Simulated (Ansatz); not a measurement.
Crystal: MnHg.

```
Hg Mn
1.0
     3.28800    0.00000    0.00000
     0.00000    3.28800    0.00000
     0.00000    0.00000    3.31300
Hg Mn
1 1
Direct
  0.00000 0.00000 0.00000
  0.50000 0.50000 0.50000
```

Base run:

| Item | Value |
| --- | --- |
| Program | Ansatz 0.2.0 |
| Functional | PBEsol |
| Potentials or basis | Ansatz PAW |
| Cutoff | 420 eV (not typed: the program's choice for these potentials) |
| k mesh | 8 × 8 × 8 |
| Occupations | gaussian, width 0.05 eV |
| Spin | collinear spin, ferromagnetic start |
| Starting moments | [0.0, 4.0] μB |

Its results: band gap on the k mesh none (metal or under the smearing width); pressure -3.4 GPa; net moment 3.90 μB per cell; site moments Hg -0.02; Mn +3.86 μB.

Question: The run is repeated on the same cell with these changes: functional from PBEsol to LDA; occupations from gaussian, width 0.05 eV to gaussian, width 0.1 eV. What comes out?

Answer: Band gap on the k mesh none (metal or under the smearing width); pressure -8.8 GPa; net moment 3.75 μB per cell; site moments Hg -0.02; Mn +3.70 μB.

Caveats: the PAW data sets come from PBE, with cores solved anew for the run's functional, which leaves a small shift of forces and pressure.
